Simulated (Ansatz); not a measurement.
YbB2Ru3, space group P6/mmm, cell relaxations under several functionals

Computed with the Python package of Ansatz (0.2.0).

The cells in order, each with its output:

**Cell 1**
```python
import ansatz as az
import numpy as np
```

**Cell 2**
```python
def edges_and_angles(cell):
    cell = np.asarray(cell)
    a, b, c = np.linalg.norm(cell, axis=1)
    cosines = cell[1] @ cell[2] / (b * c), cell[0] @ cell[2] / (a * c), cell[0] @ cell[1] / (a * b)
    return (a, b, c, *np.degrees(np.arccos(cosines)))
```

**Cell 3**
```python
vectors = np.array([
    [5.454, 0.0, 0.0],
    [-2.727, 4.72330255, 0.0],
    [0.0, 0.0, 3.003],
])
crystal = (
    az.Lattice.of(vectors)
    .atom('Yb', [0.0, 0.0, 0.0])
    .atom('B', [1 / 3, 2 / 3, 0.0])
    .atom('B', [2 / 3, 1 / 3, 0.0])
    .atom('Ru', [0.5, 0.0, 0.5])
    .atom('Ru', [0.5, 0.5, 0.5])
    .atom('Ru', [0.0, 0.5, 0.5])
)
```

**Cell 4**
```python
len(crystal.resolved().sites)
```
Output:
```text
6
```

**Cell 5**
```python
calc = (
    crystal.calculation()
    .basis(510)
    .kpoints(5, 5, 7)  # sampling of the Brillouin zone
    .occupations(az.OccupationsMethod.COLD)
    .scf(tolerance=1e-10)
    .relax(cell=True, force_tolerance=0.005)
)
```

**Cell 6**
```python
levels = [('pbesol', 'none'), ('lda', 'none'), ('blyp', 'd3bj')]
print('level            a       b       c    alpha   beta  gamma  V/atom  steps')
for name, dispersion in levels:
    seen = []
    run = calc.functional(name, dispersion=dispersion).session().plan()
    result = run.execute(on_event=lambda e: seen.append(e) if e['event'] == 'relax_step' else None)
    cell = result.lattice.cell_ang
    label = name if dispersion == 'none' else f'{name}+{dispersion}'
    print('{:13s} {:7.4f} {:7.4f} {:7.4f} {:6.2f} {:6.2f} {:6.2f}'.format(label, *edges_and_angles(cell)), f'{abs(np.linalg.det(cell)) / len(result.lattice.sites):7.3f} {len(seen):5d}')
```
Output:
```text
level            a       b       c    alpha   beta  gamma  V/atom  steps
pbesol         5.4622  5.4622  2.9576  90.00  90.00 120.00  12.736     5
lda            5.4249  5.4249  2.9339  90.00  90.00 120.00  12.463     5
blyp+d3bj      5.4853  5.4853  2.9663  90.00  90.00 120.00  12.883     5
```

From smallest to largest: LDA (12.46 Å³ an atom, -3.3 % against the start), PBEsol (12.74 Å³ an atom, -1.2 % against the start) and BLYP+D3BJ (12.88 Å³ an atom, -0.1 % against the start). The spread is 3.4 % in volume.

Semilocal functionals put the nearly full 4f shell of Yb too close to the Fermi level. Forces vanish by symmetry, so the ions can't move, and the end may be a saddle. BLYP and dispersion corrections can be off by several per cent in the lattices of metals, and by several GPa in the pressure at a fixed cell. The mesh is modest for a metal, so energies can be off by several to tens of meV an atom and pressures by half a GPa or more; differences at equal mesh fare better. The structure is a deposited one; some such entries were measured under pressure or heat, so a shift against it needn't be the functional's error alone. Finished in 88 s on 1 thread of Arm Neoverse V2 (shared host), peak memory 0.53 GiB.
